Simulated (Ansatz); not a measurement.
# Si62Sn: the cost of one run

Program: Ansatz 0.2.0. Level of theory: DFT PBE, scalar-relativistic, plane waves, PAW. These are calculated values, not measurements.

## (1) The system as given

Symmetry: P1, No. 1, triclinic system. The conventional cell has a = 10.860 Å, b = 10.860 Å, c = 10.860 Å, α = 90.00°, β = 90.00°, γ = 90.00°. Si (site symmetry 1) is surrounded by 4 Si at 2.30 to 2.37 Å. Si (site symmetry 1) is surrounded by 4 Si at 2.24 to 2.45 Å. Around Si (site symmetry 1) lie 3 Si at 2.34 to 2.37 Å and 1 Sn at 2.41 Å. Sn (site symmetry 1) is surrounded by 3 Si at 2.33 to 2.41 Å. Around Si (site symmetry 1) lie 4 Si at 2.24 to 2.42 Å. Si (site symmetry 1) is surrounded by 3 Si at 2.32 to 2.42 Å. Around Si (site symmetry 1) lie 4 Si at 2.29 to 2.36 Å. Si (site symmetry 1) is surrounded by 3 Si at 2.29 to 2.36 Å. Only part of the 63 independent sites is listed.

The input asks for a charge of -1 e on the cell.

Structure file:

```
Si Sn
1.0
    10.86000    0.00000    0.00000
     0.00000   10.86000    0.00000
     0.00000    0.00000   10.86000
Si Sn
62 1
Direct
  0.50028 0.00178 0.99796
  0.63049 0.12065 0.12578
  0.75083 0.24455 0.99738
  0.74578 0.99953 0.24615
  0.87703 0.12679 0.37332
  0.00087 0.00213 0.00230
  0.12790 0.12185 0.11984
  0.24615 0.24998 0.99517
  0.37781 0.37374 0.12800
  0.49917 0.50095 0.99920
  0.62499 0.62273 0.12483
  0.74733 0.74712 0.00117
  0.87366 0.87684 0.12403
  0.24930 0.99990 0.25288
  0.37720 0.12768 0.37373
  0.49386 0.25186 0.24877
  0.62773 0.37907 0.37466
  0.74805 0.50073 0.24836
  0.87522 0.62636 0.37453
  0.49772 0.00168 0.50347
  0.62349 0.12738 0.62566
  0.75053 0.25184 0.49835
  0.87120 0.37590 0.62578
  0.74812 0.00047 0.75179
  0.87558 0.11985 0.87273
  0.99792 0.49834 0.99367
  0.12680 0.62273 0.12543
  0.25218 0.74719 0.00282
  0.37669 0.87198 0.12180
  0.12495 0.37071 0.37728
  0.24878 0.50273 0.25367
  0.37019 0.62665 0.37584
  0.49776 0.75186 0.25467
  0.62359 0.87875 0.37676
  0.00354 0.00738 0.49681
  0.12895 0.12660 0.62184
  0.25254 0.25512 0.50400
  0.37948 0.37248 0.62255
  0.50238 0.49984 0.50216
  0.62400 0.62646 0.61754
  0.74867 0.75220 0.50026
  0.87569 0.87276 0.62339
  0.24824 0.00290 0.74826
  0.37169 0.12369 0.87698
  0.49902 0.25311 0.75193
  0.62349 0.37252 0.87551
  0.74945 0.50018 0.75045
  0.87702 0.62529 0.87330
  0.00161 0.74837 0.24713
  0.12280 0.87379 0.37336
  0.99806 0.50070 0.49926
  0.12949 0.62257 0.63073
  0.24740 0.75043 0.49759
  0.37144 0.86850 0.63049
  0.99906 0.25194 0.74914
  0.12744 0.37290 0.87760
  0.24856 0.49361 0.75067
  0.37776 0.62278 0.87721
  0.50509 0.74763 0.74472
  0.62188 0.87347 0.88061
  0.99886 0.74841 0.75423
  0.12020 0.87241 0.87445
  0.87393 0.37478 0.12830
```

## (2) End point A relaxed

input.yaml reads:

```yaml
crystal:
  lattice:
    - [10.86, 0.0, 0.0]
    - [0.0, 10.86, 0.0]
    - [0.0, 0.0, 10.86]
  atoms:
    - { symbol: Si, position: [0.5002822, 0.001775, -0.0020357] }
    - { symbol: Si, position: [0.6304926, 0.12065, 0.1257801] }
    - { symbol: Si, position: [0.7508271, 0.244555, -0.0026186] }
    - { symbol: Sn, position: [0.873934, 0.3747751, 0.1282986], spin: 1.0 }
    - { symbol: Si, position: [0.7457792, -0.0004718, 0.2461513] }
    - { symbol: Si, position: [0.8770252, 0.1267918, 0.3733171] }
    - { symbol: Si, position: [0.000872, 0.0021311, 0.0023015] }
    - { symbol: Si, position: [0.127895, 0.1218531, 0.1198414] }
    - { symbol: Si, position: [0.246153, 0.2499777, -0.0048274] }
    - { symbol: Si, position: [0.3778127, 0.3737374, 0.1280028] }
    - { symbol: Si, position: [0.4991684, 0.5009476, -0.0007991] }
    - { symbol: Si, position: [0.6249934, 0.6227288, 0.1248264] }
    - { symbol: Si, position: [0.7473306, 0.7471186, 0.0011708] }
    - { symbol: Si, position: [0.8736565, 0.8768371, 0.1240284] }
    - { symbol: Si, position: [0.249297, -0.0001026, 0.2528778] }
    - { symbol: Si, position: [0.377197, 0.1276783, 0.3737293] }
    - { symbol: Si, position: [0.4938609, 0.2518605, 0.2487704] }
    - { symbol: Si, position: [0.6277264, 0.3790673, 0.3746625] }
    - { symbol: Si, position: [0.7480464, 0.500732, 0.2483649] }
    - { symbol: Si, position: [0.8752189, 0.6263647, 0.3745323] }
    - { symbol: Si, position: [0.4977151, 0.0016797, 0.5034662] }
    - { symbol: Si, position: [0.6234937, 0.1273814, 0.6256619] }
    - { symbol: Si, position: [0.7505287, 0.2518372, 0.4983523] }
    - { symbol: Si, position: [0.871203, 0.3759028, 0.625783] }
    - { symbol: Si, position: [0.7481152, 0.0004689, 0.7517889] }
    - { symbol: Si, position: [0.8755777, 0.1198466, 0.8727323] }
    - { symbol: Si, position: [-0.0020772, 0.4983393, -0.0063349] }
    - { symbol: Si, position: [0.1268027, 0.6227258, 0.1254263] }
    - { symbol: Si, position: [0.2521821, 0.7471926, 0.0028184] }
    - { symbol: Si, position: [0.3766879, 0.8719758, 0.1218016] }
    - { symbol: Si, position: [0.1249499, 0.3707141, 0.3772833] }
    - { symbol: Si, position: [0.2487835, 0.5027342, 0.2536722] }
    - { symbol: Si, position: [0.3701942, 0.6266473, 0.3758433] }
    - { symbol: Si, position: [0.4977634, 0.7518599, 0.2546736] }
    - { symbol: Si, position: [0.6235938, 0.8787546, 0.3767551] }
    - { symbol: Si, position: [0.0035394, 0.0073767, 0.496811] }
    - { symbol: Si, position: [0.1289479, 0.1266031, 0.6218415] }
    - { symbol: Si, position: [0.2525427, 0.2551214, 0.504002] }
    - { symbol: Si, position: [0.3794825, 0.3724788, 0.6225451] }
    - { symbol: Si, position: [0.5023775, 0.4998374, 0.5021628] }
    - { symbol: Si, position: [0.624003, 0.6264565, 0.6175388] }
    - { symbol: Si, position: [0.748675, 0.7521979, 0.5002609] }
    - { symbol: Si, position: [0.8756852, 0.8727557, 0.6233936] }
    - { symbol: Si, position: [0.248243, 0.0028987, 0.7482644] }
    - { symbol: Si, position: [0.3716882, 0.1236874, 0.8769846] }
    - { symbol: Si, position: [0.4990166, 0.2531145, 0.7519254] }
    - { symbol: Si, position: [0.6234898, 0.372521, 0.8755057] }
    - { symbol: Si, position: [0.7494459, 0.5001792, 0.7504493] }
    - { symbol: Si, position: [0.8770223, 0.6252878, 0.8733043] }
    - { symbol: Si, position: [0.0016081, 0.7483711, 0.2471321] }
    - { symbol: Si, position: [0.1228004, 0.8737939, 0.3733623] }
    - { symbol: Si, position: [-0.0019438, 0.5007029, 0.4992638] }
    - { symbol: Si, position: [0.1294894, 0.622572, 0.6307312] }
    - { symbol: Si, position: [0.2474027, 0.7504345, 0.4975913] }
    - { symbol: Si, position: [0.3714381, 0.8685005, 0.6304899] }
    - { symbol: Si, position: [-0.000944, 0.2519421, 0.7491381] }
    - { symbol: Si, position: [0.1274352, 0.3729038, 0.8776041] }
    - { symbol: Si, position: [0.2485572, 0.4936138, 0.7506672] }
    - { symbol: Si, position: [0.3777622, 0.6227817, 0.8772125] }
    - { symbol: Si, position: [0.5050912, 0.7476341, 0.7447223] }
    - { symbol: Si, position: [0.6218823, 0.8734716, 0.880612] }
    - { symbol: Si, position: [-0.001136, 0.7484122, 0.7542333] }
    - { symbol: Si, position: [0.1202044, 0.8724075, 0.8744548] }
magnetization:
  spin_polarized: true
total_charge: -1
basis:
  ecutwfc: 420.0
kpoints:
  mp_grid: { grid: [1, 1, 1] }
hamiltonian:
  xc: pbe
  pseudopotentials: { kind: paw, azcp: { folder: soft_1 } }
scf:
  occupations: { method: fermi_dirac, width: 0.05 }
  lower_state_search: "off"
relax:
  f_tol: 0.03
  max_steps: 60
  adjacent_minimum: "off"
```

The run is started by

```
$ ansatz run input.yaml --threads 4 --pin off --max-ram 10240MiB --backend cpu --events-out ev --progress --plain --runs-dir out
```

**Question.** How long does this run take on 4 threads of Arm Neoverse V2, shared host, and how much memory does it need?

About 1.9 min, with a peak of 1.7 GiB.
